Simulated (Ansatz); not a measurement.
**Zr: response to strain**

Aim: deform Zr (zz strain of +2 %) and compute stress, forces and field gradients with LAPW, PAW and all-electron datasets made for the crystal.

Computed with Ansatz 0.2.0 (DFT PBEsol, scalar-relativistic, unless a step's input says otherwise).

2 further runs of the same task are left out: 2 set aside as unsound or not needed.

## Step 1: Starting point

It takes space group P6_3/mmc (No. 194, hexagonal). The conventional cell has a = 3.232 Å, b = 3.232 Å, c = 5.147 Å, α = 90.00°, β = 90.00°, γ = 120.00°. Around Zr (site symmetry -6m2) lie 12 Zr at 3.18 to 3.23 Å.

As a file:

```xyz
2
Lattice="3.2320 0.0000 0.0000 -1.6160 2.7990 0.0000 0.0000 0.0000 5.1470" Properties=species:S:1:pos:R:3 pbc="T T T"
Zr    0.0000    1.8660    1.2867
Zr    1.6160    0.9330    3.8602
```

Atoms are numbered in the order of the input: Zr1, Zr2.

## Step 2: After the deformation

Space group P6_3/mmc before, P6_3/mmc after.

## Step 3: Full-potential LAPW

input.yaml reads:

```yaml
crystal:
  lattice:
    - [3.2319982225, 0.0, 0.0]
    - [-1.6159991112, 2.7989925656, 0.0]
    - [0.0, 0.0, 5.24994]
  atoms:
    - { symbol: Zr, position: [0.3333333333, 0.6666666667, 0.25] }
    - { symbol: Zr, position: [0.6666666667, 0.3333333333, 0.75] }
kpoints:
  mp_grid: { grid: [13, 13, 7] }
  band_path:
    path:
      - [0.0, 0.0, 0.0]
      - [0.5, 0.0, 0.0]
      - [0.3333333333, 0.3333333333, 0.0]
      - [0.0, 0.0, 0.0]
      - [0.0, 0.0, 0.5]
      - [0.5, 0.0, 0.5]
      - [0.3333333333, 0.3333333333, 0.5]
      - [0.0, 0.0, 0.5]
      - [0.5, 0.0, 0.5]
    npoints: 5
scf:
  occupations: { method: fermi_dirac, width: 0.08 }
hamiltonian:
  xc: pbesol
  pseudopotentials: { kind: all_electron, lapw: { basis_error: 0.001 } }
output:
  forces: true
  stress: true
  eigenvalues: true
```

Started as:

```
ansatz run input.yaml --threads 1 --pin off --max-ram 3072MiB --backend cpu --events-out ev --progress --plain --runs-dir out
```

## Step 4: PAW with frozen cores

input.yaml reads:

```yaml
crystal:
  lattice:
    - [3.2319982225, 0.0, 0.0]
    - [-1.6159991112, 2.7989925656, 0.0]
    - [0.0, 0.0, 5.24994]
  atoms:
    - { symbol: Zr, position: [0.3333333333, 0.6666666667, 0.25] }
    - { symbol: Zr, position: [0.6666666667, 0.3333333333, 0.75] }
kpoints:
  mp_grid: { grid: [13, 13, 7] }
scf:
  occupations: { method: fermi_dirac, width: 0.08 }
hamiltonian:
  xc: pbesol
  pseudopotentials: { kind: paw }
output:
  forces: true
  stress: true
  eigenvalues: true
  efg: { contact_densities: true }
```

## Step 5: All-electron PAW on datasets made for the crystal

input.yaml: that of step 4 with these lines changed.

```diff
@@ -14,3 +14,3 @@
   xc: pbesol
-  pseudopotentials: { kind: paw }
+  pseudopotentials: { kind: all_electron, datasets: crystal }
 output:
```

(Steps that only read results are left out.)

Q: Predict the outcome of this session. Wanted: pressure; largest shear or deviatoric stress.

As calculated:

| quantity | value |
| --- | --- |
| pressure | LAPW -5.02, PAW -5.04, crystal datasets -5.02 GPa |
| largest shear or deviatoric stress (LAPW) | 0.75 GPa |

Against the undeformed cell the largest change of stress is -2.95 GPa, in the zz component, with the atoms carried along and not relaxed. PAW: stress within 0.02 GPa of LAPW. Crystal datasets: stress within 0.01 GPa of LAPW.
